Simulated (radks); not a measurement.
**Pm²⁺ inside a hard spherical wall**

The task here is to estimate one member of a computed series from the others.

Method: scalar-relativistic Kohn-Sham, LDA (Slater exchange, Perdew-Wang correlation), spin-unpolarised, spherical densities, finite nucleus. Code: radks (a radial shooting solver on a logarithmic mesh, Libxc functionals) version 1.

### What is computed

- element: promethium (Z = 61)
- charge: +2
- electrons: 59
- configuration: [Xe] 4f5
- nuclear rms radius: 4.962 fm

The outer shells:

Pm²⁺
```
[Xe] core
4f [↑ ][↑ ][↑ ][↑ ][↑ ][  ][  ]
```

The first run:

The run's settings:

```text
Z 61
configuration [Xe] 4f5 6s0 5d0 6p0
relativity scalar-relativistic
functional lda,pw
spin unpolarised
nucleus finite rms 4.962 fm
c 137.035999084
```

Steps of the session up to this table: The free atom; Wall at 20 bohr; Wall at 15 bohr; Wall at 10 bohr; Wall at 8 bohr; Wall at 6 bohr; Wall at 4 bohr; Wall at 3.5 bohr; Wall at 2 bohr; Wall at 1.5 bohr.

One of the session's tables, all rows but one given; the rest of the session is left out.

```
R (bohr)  E − E(free) (eV)  ε(4f) (eV)  ε(5d, empty) (eV)  ε(6s, empty) (eV)  ε(6p, empty) (eV)
    free             0.000     -15.479            -13.754            -13.599             -9.589
      20            -0.000     -15.479            -13.754            -13.599             -9.589
      15            -0.000     -15.479            -13.754            -13.599             -9.589
      10             0.000     -15.479            -13.754            -13.596             -9.558
       8             0.000     -15.477            -13.745            -13.544             -9.318
       6             0.021     -15.423            -13.574            -12.805             -7.565
       4             1.856     -13.937            -10.613             -3.573              6.437
     3.5                 ?           ?                  ?                  ?                  ?
       2            271.71      28.631             65.573             180.79             214.12
     1.5            1159.2      95.277             212.61             498.11             545.90
```

Q: Estimate the row for R (bohr) = 3.5 from the others.

Worked estimate for «E − E(free) (eV)». A straight line through the neighbours (4, 1.856) and (2, 271.71) gives 1.856 + (271.71 − 1.856) × (3.5 − 4) / (2 − 4) = 69.319; a parabola fitted to 4 rows on both sides gives -31.378.

The run gave: E − E(free) (eV): 6.210; ε(4f) (eV): -11.868; ε(5d, empty) (eV): -7.163; ε(6s, empty) (eV): 5.987; ε(6p, empty) (eV): 18.886. In «E − E(free) (eV)» the line misses by +63.109 and the parabola by -37.588.

From R = 2 bohr inwards the highest occupied level lies above zero, pushed up by confinement. Shells are not refilled when levels cross, and a hard wall is a model, not a crystal.
